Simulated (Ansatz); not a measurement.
**CH₃Cl₂Si radical: small, medium and large basis sets**

The task here is to estimate one member of a computed series from the others.

Program: Ansatz 0.2.0, Gaussian basis. Level of theory: one geometry, several basis sets. These are calculated values, not measurements.

Plan: PBE0-D4/def2-SVP; ωB97M-V/def2-SVP; PBE0-D4/def2-QZVPP; ωB97M-V/def2-QZVPP; the functionals' def2-TZVPP values are taken from earlier runs.

**Structure used throughout**

All runs share one geometry, relaxed beforehand with PBE0-D4 in a triple-zeta def2 set.

SMILES `[CH2][SiH](Cl)Cl`, 7 atoms, charge 0, spin multiplicity 2.

Atoms are counted from 1 here; the program's logs count them from 0.

Bond lengths: C1–Si2 1.823 Å, C1–H5 1.085 Å, C1–H6 1.085 Å, Si2–Cl3 2.049 Å, Si2–Cl4 2.049 Å, Si2–H7 1.475 Å. Angles: Si2–C1–H5 122.1°, Si2–C1–H6 122.1°, H5–C1–H6 115.8°, C1–Si2–Cl3 110.0°, C1–Si2–Cl4 110.0°, C1–Si2–H7 112.5°, Cl3–Si2–Cl4 107.9°, Cl3–Si2–H7 108.1°, Cl4–Si2–H7 108.2°.

Set-up of the first run:

in.yaml reads:

```yaml
crystal:
  periodic: [false, false, false]
  atoms:
    - {symbol: C, position_ang: [-0.692679, 0.892604, 0.197540]}
    - {symbol: Si, position_ang: [0.466267, -0.499479, -0.003851]}
    - {symbol: Cl, position_ang: [1.593750, -0.235361, -1.694270]}
    - {symbol: Cl, position_ang: [-0.574012, -2.252454, -0.209196]}
    - {symbol: H, position_ang: [-1.447700, 1.127160, -0.545473]}
    - {symbol: H, position_ang: [-0.668791, 1.540598, 1.067501]}
    - {symbol: H, position_ang: [1.384464, -0.640969, 1.142050]}
basis:
  gaussian: {orbitals: def2-SVP}
magnetization: {spin_polarized: true, initial_magnetization: 1}
hamiltonian: {xc: pbe0, dispersion: d4}
output: {orbitals: {seedname: orbitals}}
```

Among the steps run: PBE0-D4 in def2-SVP; ωB97M-V in def2-SVP; PBE0-D4 in def2-QZVPP; ωB97M-V in def2-QZVPP.

One table of the session follows, with a row left open; its other results are not shown here.

It belongs to the step «Functionals by basis». 

```
functional       basis  HOMO (eV)  LUMO (eV)
   PBE0-D4    def2-SVP      -7.64      -2.88
   PBE0-D4  def2-TZVPP      -7.68      -3.02
   PBE0-D4  def2-QZVPP      -7.71      -3.05
   ωB97M-V    def2-SVP      -9.64      -0.89
   ωB97M-V  def2-TZVPP      -9.71      -1.15
   ωB97M-V  def2-QZVPP          ?          ?
```

Q: Estimate the row for ωB97M-V, def2-QZVPP from the others.

As computed: HOMO (eV): -9.74; LUMO (eV): -1.22. In the column «HOMO (eV)» it is the lowest.
